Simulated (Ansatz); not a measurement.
# Ba2C: a single-point run

Aim: a sound single-point run of Ba2C. The structure is shown as the input types it. The cell is built on a prototype (antifluorite) and needn't be the phase found in nature.

Method: density functional or hybrid calculation with the settings of its input, plane waves (as first typed), in Ansatz 0.2.0.

9 further runs of the same task are left out: 2 for a known fault of the program, 7 that didn't finish.

### 1 The system as given

It takes space group Fm-3m (No. 225, cubic). The conventional cell has a = 7.013 Å, b = 7.013 Å, c = 7.013 Å, α = 90.00°, β = 90.00°, γ = 90.00°. C (site symmetry m-3m) has 8 Ba at 3.04 Å as nearest neighbours. Ba (site symmetry -43m) is surrounded by 4 C at 3.04 Å.

The input asks for a charge of -2 e on the cell.

As a file:

```cif
data_structure
_symmetry_space_group_name_H-M 'P 1'
_symmetry_Int_Tables_number 1
_cell_length_a 4.9592
_cell_length_b 4.9592
_cell_length_c 4.9592
_cell_angle_alpha 60.000
_cell_angle_beta 60.000
_cell_angle_gamma 60.000
_cell_volume 86.24
loop_
_atom_site_label
_atom_site_type_symbol
_atom_site_fract_x
_atom_site_fract_y
_atom_site_fract_z
_atom_site_occupancy
C1 C 0.00000 0.00000 0.00000 1
Ba1 Ba 0.25000 0.25000 0.25000 1
Ba2 Ba 0.75000 0.75000 0.75000 1
```

### 2 Input and run

Contents of input.yaml:

```yaml
crystal:
  lattice:
    - [0.0, 3.5066490074, 3.5066490074]
    - [3.5066490074, 0.0, 3.5066490074]
    - [3.5066490074, 3.5066490074, 0.0]
  atoms:
    - { symbol: C, position: [0.0, 0.0, 0.0] }
    - { symbol: Ba, position: [0.25, 0.25, 0.25] }
    - { symbol: Ba, position: [0.75, 0.75, 0.75] }
kpoints:
  mp_grid: { grid: [4, 4, 4] }
hamiltonian:
  xc: pbe
scf:
  occupations: { method: fermi_dirac, width: 0.02 }
  n_extra_bands: 4
  max_iter: 88
output:
  forces: true
  stress: true
  eigenvalues: true
total_charge: -2
```

Command:

```sh
$ ansatz run input.yaml --threads 4 --pin off --max-ram 3686MiB --backend cpu --events-out ev --progress --plain --runs-dir out
```

Q: Will this input give a usable result? If not, why, and what should change?

The program finished normally. It gives a pressure of -22 GPa, which is large.

The suspect setting: total_charge is -2. The net charge is not the one intended, so the run treats another number of electrons.

To check: delete total_charge (the default then holds).
